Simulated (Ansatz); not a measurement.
# H5N2Te: the cost of one run

All numbers below are computed with Ansatz 0.2.0 (RKS BHLYP-D4/def2-SVPD).

## (1) The system as given

Bond lengths: N1–Te2 1.965 Å, Te2–N3 2.238 Å, N1–H4 1.015 Å, N1–H5 1.014 Å, N3–H6 1.021 Å, N3–H7 1.021 Å, N3–H8 1.022 Å. Angles: N1–Te2–N3 89.9°, Te2–N1–H4 117.7°, Te2–N1–H5 117.6°, H4–N1–H5 110.4°, Te2–N3–H6 109.7°, Te2–N3–H7 111.3°, Te2–N3–H8 109.7°, H6–N3–H7 108.6°, H6–N3–H8 108.9°, H7–N3–H8 108.5°.

As a file:

```xyz
8

N    -0.4242    1.3515   -0.7631
Te    0.4572    0.9877    0.9547
N     0.3131   -1.2096    0.5573
H    -1.3598    1.7437   -0.7394
H     0.1273    1.7970   -1.4883
H     0.9194   -1.7170    1.2029
H    -0.6438   -1.5460    0.6756
H     0.6108   -1.4073   -0.3997
```

## (2) Relaxing end A

Contents of input.yaml:

```yaml
crystal:
  periodic: [false, false, false]
  atoms:
    - { symbol: "N", position_ang: [-0.42415, 1.35148, -0.7631] }
    - { symbol: Te, position_ang: [0.45724, 0.98771, 0.95468] }
    - { symbol: "N", position_ang: [0.31309, -1.20959, 0.55734] }
    - { symbol: H, position_ang: [-1.35983, 1.74375, -0.73937] }
    - { symbol: H, position_ang: [0.12727, 1.79698, -1.48833] }
    - { symbol: H, position_ang: [0.91942, -1.71702, 1.20287] }
    - { symbol: H, position_ang: [-0.64383, -1.54597, 0.67561] }
    - { symbol: H, position_ang: [0.61079, -1.40734, -0.3997] }
total_charge: 1
basis:
  gaussian: { orbitals: def2-SVPD }
hamiltonian:
  xc: { name: BHLYP }
  dispersion: d4
relax:
  f_tol: 0.015
  max_steps: 40
output:
  orbitals: {}
```

Run with:

```sh
> ansatz run input.yaml --threads 2 --pin off --max-ram 3072MiB --backend cpu --events-out ev --progress --plain --runs-dir out
```

Q: Estimate wall time and peak memory on 2 threads of Arm Neoverse N1, shared host.

About 1.8 min, with a peak of 0.27 GiB.
